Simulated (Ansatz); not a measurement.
**BrClGeH4: a nudged elastic band in two tries**

The task is a band of images between two relaxed ends.

Program: Ansatz 0.2.0. Level of theory: RKS B3LYP-D4/def2-SVP. These are calculated values, not measurements.

### Step 1. The starting structure

Bond lengths: Ge1–Cl2 2.201 Å, Ge1–H3 1.534 Å, Ge1–H4 1.534 Å, Ge1–H5 1.536 Å, H6–Br7 1.438 Å. Angles: Cl2–Ge1–H3 106.8°, Cl2–Ge1–H4 106.8°, Cl2–Ge1–H5 105.8°, H3–Ge1–H4 112.8°, H3–Ge1–H5 112.1°, H4–Ge1–H5 112.1°.

Coordinates:

```xyz
7

Ge   -1.0673    0.0801   -0.2075
Cl   -0.0167   -1.6649    0.6268
H    -0.4556    0.3470   -1.5889
H    -0.8481    1.2398    0.7725
H    -2.5460   -0.3270   -0.2994
H     2.0463   -0.4027    0.4918
Br    2.8875    0.7277    0.2045
```

### Step 2. First attempt

The input, input.yaml:

```yaml
crystal:
  periodic: [false, false, false]
  atoms:
    - { symbol: Ge, position_ang: [-1.067333, 0.080134, -0.207535] }
    - { symbol: Cl, position_ang: [-0.016711, -1.664907, 0.626849] }
    - { symbol: H, position_ang: [-0.455562, 0.347002, -1.588859] }
    - { symbol: H, position_ang: [-0.8481, 1.239842, 0.772546] }
    - { symbol: H, position_ang: [-2.546024, -0.327042, -0.29938] }
    - { symbol: H, position_ang: [2.046314, -0.402732, 0.491781] }
    - { symbol: Br, position_ang: [2.887515, 0.727703, 0.204499] }
basis:
  gaussian: { orbitals: def2-SVP }
hamiltonian:
  xc: b3lyp
  dispersion: d4
neb:
  order_check: false
  images: 9
  f_tol: 0.05
  max_iterations: 8
  optimiser: fire
  climbing: true
  final_atoms:
    - { symbol: Ge, position_ang: [-0.61391456, 0.6355903, -0.57619267] }
    - { symbol: Cl, position_ang: [0.62668569, -1.90653673, 1.8966803] }
    - { symbol: H, position_ang: [-1.04942129, 1.67370873, -1.62416335] }
    - { symbol: H, position_ang: [-0.91615844, 1.10084336, 0.85427958] }
    - { symbol: H, position_ang: [-1.17326069, -0.75973284, -0.88027947] }
    - { symbol: H, position_ang: [1.39827568, -1.23826719, 1.09302552] }
    - { symbol: Br, position_ang: [1.72789261, 0.49439437, -0.76344891] }
  initial_path:
    images:
      - { positions_ang: [[-1.067333, 0.080134, -0.207535], [-0.016711, -1.664907, 0.626849], [-0.455562, 0.347002, -1.588859], [-0.8481, 1.239842, 0.772546], [-2.546024, -0.327042, -0.29938], [2.046314, -0.402732, 0.491781], [2.887515, 0.727703, 0.204499]] }
      - { positions_ang: [[-0.99550274, 0.12960114, -0.21505485], [0.03241527, -1.70712698, 0.65116737], [-0.44505071, 0.38580354, -1.61165973], [-0.8381796, 1.28171477, 0.76863108], [-2.44790423, -0.34175983, -0.27874138], [1.97782886, -0.50988411, 0.52625624], [2.71649215, 0.76165145, 0.15930226]] }
      - { positions_ang: [[-0.92367248, 0.17906828, -0.22257471], [0.08154154, -1.74934695, 0.67548574], [-0.43453942, 0.42460509, -1.63446046], [-0.82825921, 1.32358755, 0.76471617], [-2.34978445, -0.35647766, -0.25810275], [1.90934372, -0.61703622, 0.56073148], [2.5454693, 0.7955999, 0.11410553]] }
      - { positions_ang: [[-0.85184221, 0.22853542, -0.23009456], [0.13066781, -1.79156693, 0.69980411], [-0.42402813, 0.46340663, -1.65726118], [-0.81833881, 1.36546032, 0.76080125], [-2.25166468, -0.37119548, -0.23746413], [1.84085857, -0.72418832, 0.59520672], [2.37444644, 0.82954836, 0.06890879]] }
      - { positions_ang: [[-0.78001195, 0.27800257, -0.23761442], [0.17979408, -1.8337869, 0.72412248], [-0.41351683, 0.50220818, -1.68006191], [-0.80841842, 1.40733309, 0.75688634], [-2.1535449, -0.38591331, -0.2168255], [1.77237343, -0.83134043, 0.62968196], [2.20342359, 0.86349681, 0.02371206]] }
      - { positions_ang: [[-0.70818169, 0.32746971, -0.24513427], [0.22892035, -1.87600688, 0.74844085], [-0.40300554, 0.54100972, -1.70286264], [-0.79849802, 1.44920587, 0.75297142], [-2.05542513, -0.40063114, -0.19618688], [1.70388829, -0.93849254, 0.6641572], [2.03240074, 0.89744526, -0.02148468]] }
      - { positions_ang: [[-0.68932826, 0.38909383, -0.31134595], [0.30847342, -1.88211285, 0.97808874], [-0.53228869, 0.76754953, -1.68712278], [-0.82203011, 1.37953337, 0.77323305], [-1.87899224, -0.47245148, -0.3330054], [1.64276577, -0.99844747, 0.74993086], [1.97149911, 0.81683508, -0.16987753]] }
      - { positions_ang: [[-0.67047484, 0.45071795, -0.37755763], [0.38802649, -1.88821882, 1.20773663], [-0.66157184, 0.99408933, -1.67138292], [-0.84556219, 1.30986086, 0.79349468], [-1.70255935, -0.54427182, -0.46982391], [1.58164325, -1.0584024, 0.83570452], [1.91059749, 0.7362249, -0.31827037]] }
      - { positions_ang: [[-0.65162141, 0.51234206, -0.44376931], [0.46757955, -1.89432479, 1.43738452], [-0.79085499, 1.22062913, -1.65564306], [-0.86909427, 1.24018836, 0.81375631], [-1.52612647, -0.61609216, -0.60664243], [1.52052073, -1.11835733, 0.92147819], [1.84969586, 0.65561472, -0.46666322]] }
      - { positions_ang: [[-0.63276798, 0.57396618, -0.50998099], [0.54713262, -1.90043076, 1.66703241], [-0.92013814, 1.44716893, -1.63990321], [-0.89262635, 1.17051586, 0.83401795], [-1.34969358, -0.6879125, -0.74346095], [1.4593982, -1.17831226, 1.00725185], [1.78879423, 0.57500454, -0.61505607]] }
      - { positions_ang: [[-0.61391456, 0.6355903, -0.57619267], [0.62668569, -1.90653673, 1.8966803], [-1.04942129, 1.67370873, -1.62416335], [-0.91615844, 1.10084336, 0.85427958], [-1.17326069, -0.75973284, -0.88027947], [1.39827568, -1.23826719, 1.09302552], [1.72789261, 0.49439437, -0.76344891]] }
  spring: -5.0
```

Launch:

```sh
ansatz run input.yaml --threads 2 --pin off --max-ram 3072MiB --backend cpu --events-out ev --progress --plain --runs-dir out
```

Q: Predict the outcome of this session. Wanted: first try.

**Answer**, as computed:

```
 quantity                                                                  value
first try                                                                refused
    cause  a negative spring would push the images apart instead of spacing them
```

The fault in the first input was caught at the input check and cost nothing.
